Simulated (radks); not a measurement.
# Ionising praseodymium step by step, Pr⁴⁰⁺ to Pr⁵⁸⁺

Aim: the successive ionisation energies of praseodymium, each ion in the ground configuration that NIST lists, set against the tabulated values. The LB94 potential has no energy functional, so minus the highest eigenvalue is the estimate.

Method: scalar-relativistic Kohn-Sham, LB94 model potential, spin-polarised, spherical densities, finite nucleus; open shells are filled with parallel spins first. Code: radks (a radial shooting solver on a logarithmic mesh, Libxc functionals) version 1.

### Step 1. The system

| Property | Result |
| --- | --- |
| element | praseodymium (Z = 59) |
| charges | 40 to 58 |
| first configuration | [Ar] 3d1 |
| last configuration | 1s1 |

Outer shells as boxes (Hund's rule):

Pr⁴⁰⁺
```
[Ar] core
3d [↑ ][  ][  ][  ][  ]
```

Pr⁵⁸⁺
```
1s [↑ ]
```

LB94 adds a gradient term to the LDA potential that gives it a −1/r tail. It is a model potential with no energy functional, so Etot and Exc are not given.

### Step 2. Pr⁴⁰⁺, [Ar] 3d1

Settings of this run:

```text
Z 59
configuration [Ar] 3d1
relativity scalar-relativistic
functional lda,pw
model_potential LB94
spin polarised
nucleus finite rms 4.8919 fm
c 137.035999084
```

### Step 3. Pr⁴¹⁺, [Ar]

Changes since step 2:

```diff
@@ -1,3 +1,3 @@
 Z 59
-configuration [Ar] 3d1
+configuration [Ar] 4s0 3d0
 relativity scalar-relativistic
```

### Step 4. Pr⁴²⁺, [Ne] 3s2 3p5

Changes since step 3:

```diff
@@ -1,3 +1,3 @@
 Z 59
-configuration [Ar] 4s0 3d0
+configuration [Ne] 3s2 3p5
 relativity scalar-relativistic
```

### Step 5. Pr⁴³⁺, [Ne] 3s2 3p4

Changes since step 4:

```diff
@@ -1,3 +1,3 @@
 Z 59
-configuration [Ne] 3s2 3p5
+configuration [Ne] 3s2 3p4
 relativity scalar-relativistic
```

### Step 6. Pr⁴⁴⁺, [Ne] 3s2 3p3

Changes since step 5:

```diff
@@ -1,3 +1,3 @@
 Z 59
-configuration [Ne] 3s2 3p4
+configuration [Ne] 3s2 3p3
 relativity scalar-relativistic
```

### Step 7. Pr⁴⁵⁺, [Ne] 3s2 3p2

Changes since step 6:

```diff
@@ -1,3 +1,3 @@
 Z 59
-configuration [Ne] 3s2 3p3
+configuration [Ne] 3s2 3p2
 relativity scalar-relativistic
```

### Step 8. Pr⁴⁶⁺, [Ne] 3s2 3p1

Changes since step 7:

```diff
@@ -1,3 +1,3 @@
 Z 59
-configuration [Ne] 3s2 3p2
+configuration [Ne] 3s2 3p1
 relativity scalar-relativistic
```

### Step 9. Pr⁴⁷⁺, [Ne] 3s2

Changes since step 8:

```diff
@@ -1,3 +1,3 @@
 Z 59
-configuration [Ne] 3s2 3p1
+configuration [Ne] 3s2 3p0 4s0
 relativity scalar-relativistic
```

### Step 10. Pr⁴⁸⁺, [Ne] 3s1

Changes since step 9:

```diff
@@ -1,3 +1,3 @@
 Z 59
-configuration [Ne] 3s2 3p0 4s0
+configuration [Ne] 3s1
 relativity scalar-relativistic
```

### Step 11. Pr⁴⁹⁺, [Ne]

Changes since step 10:

```diff
@@ -1,3 +1,3 @@
 Z 59
-configuration [Ne] 3s1
+configuration [Ne] 3s0 3p0
 relativity scalar-relativistic
```

### Step 12. Pr⁵⁰⁺, [He] 2s2 2p5

Changes since step 11:

```diff
@@ -1,3 +1,3 @@
 Z 59
-configuration [Ne] 3s0 3p0
+configuration [He] 2s2 2p5
 relativity scalar-relativistic
```

### Step 13. Pr⁵¹⁺, [He] 2s2 2p4

Changes since step 12:

```diff
@@ -1,3 +1,3 @@
 Z 59
-configuration [He] 2s2 2p5
+configuration [He] 2s2 2p4 3s0 3p0
 relativity scalar-relativistic
```

### Step 14. Pr⁵²⁺, [He] 2s2 2p3

Changes since step 13:

```diff
@@ -1,3 +1,3 @@
 Z 59
-configuration [He] 2s2 2p4 3s0 3p0
+configuration [He] 2s2 2p3
 relativity scalar-relativistic
```

### Step 15. Pr⁵³⁺, [He] 2s2 2p2

Changes since step 14:

```diff
@@ -1,3 +1,3 @@
 Z 59
-configuration [He] 2s2 2p3
+configuration [He] 2s2 2p2 3s0 3p0
 relativity scalar-relativistic
```

### Step 16. Pr⁵⁴⁺, [He] 2s2 2p1

Changes since step 15:

```diff
@@ -1,3 +1,3 @@
 Z 59
-configuration [He] 2s2 2p2 3s0 3p0
+configuration [He] 2s2 2p1
 relativity scalar-relativistic
```

### Step 17. Pr⁵⁵⁺, [He] 2s2

Changes since step 16:

```diff
@@ -1,3 +1,3 @@
 Z 59
-configuration [He] 2s2 2p1
+configuration [He] 2s2
 relativity scalar-relativistic
```

### Step 18. Pr⁵⁶⁺, [He] 2s1

Changes since step 17:

```diff
@@ -1,3 +1,3 @@
 Z 59
-configuration [He] 2s2
+configuration [He] 2s1
 relativity scalar-relativistic
```

### Step 19. Pr⁵⁷⁺, [He]

Changes since step 18:

```diff
@@ -1,3 +1,3 @@
 Z 59
-configuration [He] 2s1
+configuration [He]
 relativity scalar-relativistic
```

### Step 20. Pr⁵⁸⁺, 1s1

Changes since step 19:

```diff
@@ -1,3 +1,3 @@
 Z 59
-configuration [He]
+configuration 1s1
 relativity scalar-relativistic
```

Q: Predict the outcome of this session. Wanted: for each run, species; configuration; −ε(HOMO); NIST; error.

The runs gave:

```
species  configuration  −ε(HOMO) (eV)         NIST (eV)  error (%)
  Pr⁴⁰⁺       [Ar] 3d1         2914.6     2941 (theory)       -0.9
  Pr⁴¹⁺           [Ar]         3260.3     3227 (theory)       +1.0
  Pr⁴²⁺   [Ne] 3s2 3p5         3353.6     3319 (theory)       +1.0
  Pr⁴³⁺   [Ne] 3s2 3p4         3447.4     3419 (theory)       +0.8
  Pr⁴⁴⁺   [Ne] 3s2 3p3         3556.6     3512 (theory)       +1.3
  Pr⁴⁵⁺   [Ne] 3s2 3p2         3652.6     3729 (theory)       -2.0
  Pr⁴⁶⁺   [Ne] 3s2 3p1         3749.1     3832 (theory)       -2.2
  Pr⁴⁷⁺       [Ne] 3s2         4048.6     4030 (theory)       +0.5
  Pr⁴⁸⁺       [Ne] 3s1         4148.2     4130 (theory)       +0.4
  Pr⁴⁹⁺           [Ne]         9500.3     9378 (theory)       +1.3
  Pr⁵⁰⁺   [He] 2s2 2p5         9756.5     9632 (theory)       +1.3
  Pr⁵¹⁺   [He] 2s2 2p4        10011.5     9913 (theory)       +1.0
  Pr⁵²⁺   [He] 2s2 2p3        10331.9    10175 (theory)       +1.5
  Pr⁵³⁺   [He] 2s2 2p2        10597.5    10959 (theory)       -3.3
  Pr⁵⁴⁺   [He] 2s2 2p1        10861.6    11262 (theory)       -3.6
  Pr⁵⁵⁺       [He] 2s2        11652.9    11641 (theory)       +0.1
  Pr⁵⁶⁺       [He] 2s1        11903.8  11895.9 (theory)       +0.1
  Pr⁵⁷⁺           [He]          48571  48571.7 (theory)       -0.0
  Pr⁵⁸⁺            1s1          49643  49722.4 (theory)       -0.2
```

In words: Reference values: NIST Atomic Spectra Database (exp. measured, semi-emp. semi-empirical, theory a theoretical value adopted there). The steepest step, after dividing by the final charge, comes at Pr⁵⁷⁺ in [He], where the value goes from 11903.8 to 48571 eV. There the highest level belongs to another shell. Open shells are spherical and high-spin; term and fine-structure splittings are not resolved. Spin-orbit splitting is averaged out at the scalar-relativistic level.
